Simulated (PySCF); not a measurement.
# CH9ClSi3: the cost of one run

Computed with PySCF 2.14.0, with density-fitted response routines of our own, on a single molecule in the gas phase. Atoms count from 0, in the outputs and in this text.

## 1. The molecule as given

14 atoms, charge 0, multiplicity 1; geometry from: PBE0-D3(BJ)/def2-SVP.

Bonds of the start (Å): C0–Si1 1.88, Si1–Si2 2.34, Si2–Si3 2.34, Si2–Cl4 2.09, C0–H5 1.10, C0–H6 1.10, C0–H7 1.10, Si1–H8 1.50, Si1–H9 1.50, Si2–H10 1.50, Si3–H11 1.50, Si3–H12 1.49, Si3–H13 1.49.

## 2. X-ray photoelectron lines: SCAN, X2C

Job settings and geometry (Å):

```
{"job": {"kind": "xps"}, "charge": 0, "multiplicity": 1}
C     -2.053173    -0.921090     0.435530
Si    -1.195216     0.615555     1.107132
Si     0.705733     1.129556    -0.164027
Si     2.275318    -0.607674    -0.191841
Cl     1.628562     2.781878     0.726843
H     -2.942469    -1.165739     1.036114
H     -2.374348    -0.768800    -0.606157
H     -1.374631    -1.787793     0.460567
H     -2.108693     1.800508     1.090430
H     -0.732283     0.395622     2.513162
H      0.340950     1.508100    -1.565455
H      1.658949    -1.828518    -0.802095
H      3.483853    -0.224328    -0.982182
H      2.679206    -0.923429     1.211993
```

With the program's defaults for keys left out, this is: delta-SCF UKS SCAN, pcX-2 on the ionised atom, pcseg-1 elsewhere, spin-free X2C.

Run with:

```console
OMP_NUM_THREADS=1 python probes_run.py task.json out
```

The driver reads the jobs from task.json and runs them one after another.

**Question.** How long does this first job take on 1 thread of Arm Neoverse V2, shared host, and how much memory does it need?

About 54 s, with a peak of 0.64 GiB.
